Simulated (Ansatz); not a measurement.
This script makes vertical spin-state energies of C2H6FNSi, SMILES NC([SiH3])=CF with the Python package of Ansatz (0.2.0).

The script, `run_spin.py`:
```python
"""Vertical spin-state energies of C2H6FNSi."""

import warnings

import ansatz as az

warnings.simplefilter("ignore", az.DeckWarning)

geometry_ang = [
    ("N", (-0.274, 1.5146, 0.0434)),
    ("C", (-0.3061, 0.1654, -0.0096)),
    ("Si", (1.2709, -0.7178, 0.4304)),
    ("C", (-1.2994, -0.5506, -0.3563)),
    ("F", (-2.5361, 0.0166, -0.7146)),
    ("H", (-1.1302, 1.9685, -0.4543)),
    ("H", (0.5776, 2.0025, -0.2487)),
    ("H", (1.4761, -1.931, -0.3876)),
    ("H", (1.3027, -1.0753, 1.9237)),
    ("H", (2.4508, 0.1878, 0.1829)),
    ("H", (-1.467, -1.6376, -0.3887)),
]
geometry = az.Crystal.molecule()
for symbol, xyz in geometry_ang:
    geometry = geometry.atom(symbol, xyz)

job = (
    geometry.calculation()
    .basis(gaussian="def2-TZVP")
    .correlation("MP2")
)
found = {}
for unpaired in [0, 2]:
    report = job.spin("collinear", total=unpaired).run(threads=1, backend="cpu").report
    s = unpaired / 2
    found[unpaired] = report["free_energy_ev"]
    print(f"2S+1 = {unpaired + 1}: E = {found[unpaired]:.5f} eV, <S^2> = {abs(report['mean_field']['state']['spin_squared']):.3f} (pure state {s * (s + 1):.2f})")
lowest = min(found, key=found.get)
for unpaired, e in found.items():
    print(f"multiplicity {unpaired + 1}: {96.485332 * (e - found[lowest]):.1f} kJ/mol above the lowest")
```

Which spin state is lowest at this geometry, and how far above lie the others?

In order: multiplicity 1 (+0.00 eV) and multiplicity 3 (+4.75 eV), all at the one geometry.

The run itself:

```console
$ python run_spin.py
2S+1 = 1: E = -14231.30053 eV, <S^2> = 0.000 (pure state 0.00)
2S+1 = 3: E = -14226.54812 eV, <S^2> = 2.027 (pure state 2.00)
multiplicity 1: 0.0 kJ/mol above the lowest
multiplicity 3: 458.5 kJ/mol above the lowest
```

Caveats:
- Total energies depend on the basis set; only differences at equal settings carry meaning.
- The geometry is a force-field or estimated start, not a minimum of this method, and the basis set is short of its limit. All parts are taken at fixed geometry, without zero-point energy.
- S² is that of the Hartree-Fock reference.
- Wall time of the script: 28 s on 1 thread of Arm Neoverse V2, with other jobs on the host, peak memory 0.54 GiB.
